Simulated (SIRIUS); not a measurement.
Input of a SIRIUS 7.10.0 run:

sirius.json

```json
{
  "control": {
    "processing_unit": "cpu",
    "verbosity": 2,
    "num_bands_to_print": 24,
    "print_forces": true,
    "print_stress": true
  },
  "parameters": {
    "electronic_structure_method": "pseudopotential",
    "xc_functionals": ["XC_GGA_X_PBE_SOL", "XC_GGA_C_PBE_SOL"],
    "gk_cutoff": 9.2,
    "pw_cutoff": 18.4,
    "ngridk": [10, 10, 6],
    "shiftk": [0, 0, 0],
    "smearing": "fermi_dirac",
    "smearing_width": 0.0018374661,
    "num_bands": 24,
    "num_mag_dims": 0,
    "num_dft_iter": 100,
    "energy_tol": 1e-08,
    "density_tol": 1e-06
  },
  "iterative_solver": {
    "type": "davidson",
    "min_tolerance": 1e-09,
    "tolerance_scale": [0.1, 0.25]
  },
  "mixer": {
    "type": "anderson",
    "beta": 0.7,
    "max_history": 8
  },
  "settings": {
    "tol_ne": 1e-10,
    "pseudo_grid_cutoff": 6.5
  },
  "unit_cell": {
    "lattice_vectors": [
      [5.88245571023, 0.0, 0.0],
      [-2.941227855115, 5.094356081585, 0.0],
      [0.0, 0.0, 9.202665760474]
    ],
    "atom_coordinate_units": "lattice",
    "atom_types": ["Ta", "N"],
    "atom_files": {
      "Ta": "Ta.json",
      "N": "N.json"
    },
    "atoms": {
      "Ta": [
        [0.3333333333, 0.6666666667, 0.254711],
        [0.6666666667, 0.3333333333, 0.745289]
      ],
      "N": [
        [0.0, 0.0, 0.0]
      ]
    }
  }
}
```

Potentials or basis: PseudoDojo 0.4.1 PBEsol standard (scalar relativistic).

Command:

```console
$ upf_to_json Ta.upf
$ upf_to_json N.upf
$ OMP_NUM_THREADS=1 sirius.scf --input=sirius.json --output=out.json --task=0
```

(1) Predict the pressure.

(2) What does it give for the largest force?

(3) What does it give for the band gap on the k mesh?

Results:

(1) -9.2 GPa.

(2) 0.290 eV/Å.

(3) none (metal or under the smearing width).
